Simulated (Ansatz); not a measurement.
# FH4SbSi: small, medium and large basis sets

The task here is to estimate one member of a computed series from the others.

Method: one geometry, several basis sets; program: Ansatz 0.2.0, Gaussian basis.

Levels to be run: PBE0-D4/def2-SVP; ωB97M-V/def2-SVP; PBE0-D4/def2-QZVPP; ωB97M-V/def2-QZVPP; the functionals' def2-TZVPP values are taken from earlier runs.

1 further run of the same task is left out (for a known fault of the program).

## Structure used throughout

All runs share one geometry, relaxed beforehand with PBE0-D4 in a triple-zeta def2 set. Sb takes the def2 core potential; no spin-orbit term is included.

SMILES `F[SiH2][SbH2]`, 7 atoms, charge 0, spin multiplicity 1.

Atoms are counted from 1 here; the program's logs count them from 0.

Bond lengths: F1–Si2 1.606 Å, Si2–Sb3 2.571 Å, Si2–H4 1.484 Å, Si2–H5 1.486 Å, Sb3–H6 1.708 Å, Sb3–H7 1.711 Å. Angles: F1–Si2–Sb3 108.7°, F1–Si2–H4 107.4°, F1–Si2–H5 107.7°, Sb3–Si2–H4 113.7°, Sb3–Si2–H5 109.6°, H4–Si2–H5 109.6°, Si2–Sb3–H6 91.0°, Si2–Sb3–H7 88.0°, H6–Sb3–H7 91.3°.

The first run:

File in.yaml:

```yaml
crystal:
  periodic: [false, false, false]
  atoms:
    - {symbol: F, position_ang: [-2.129371, 0.590333, -0.111032]}
    - {symbol: Si, position_ang: [-0.742803, -0.101110, -0.534879]}
    - {symbol: Sb, position_ang: [1.167510, 1.012189, 0.776323]}
    - {symbol: H, position_ang: [-0.875350, -1.556077, -0.273883]}
    - {symbol: H, position_ang: [-0.549593, 0.128203, -1.990255]}
    - {symbol: H, position_ang: [0.945271, -0.069417, 2.079236]}
    - {symbol: H, position_ang: [2.245635, -0.072120, 0.008792]}
basis:
  gaussian: {orbitals: def2-SVP}
hamiltonian: {xc: pbe0, dispersion: d4}
output: {orbitals: {seedname: orbitals}}
```

Started as:

```sh
$ ansatz run in.yaml --threads 2 --pin off --events-out ev --progress --plain --max-ram 4352MiB
```

Among the steps run: PBE0-D4 in def2-SVP; ωB97M-V in def2-SVP; PBE0-D4 in def2-QZVPP; ωB97M-V in def2-QZVPP.

One of the session's tables, all rows but one given; the rest of the session is left out.

It belongs to the step «Functionals by basis». 

```
functional       basis  HOMO (eV)
   PBE0-D4    def2-SVP      -7.36
   PBE0-D4  def2-TZVPP          ?
   PBE0-D4  def2-QZVPP      -7.42
   ωB97M-V    def2-SVP      -9.32
   ωB97M-V  def2-TZVPP      -9.39
   ωB97M-V  def2-QZVPP      -9.40
```

Estimate the missing values for PBE0-D4, def2-TZVPP.

As computed: HOMO (eV): -7.40. In the column «HOMO (eV)» it lies between PBE0-D4, def2-QZVPP (-7.42) and PBE0-D4, def2-SVP (-7.36).
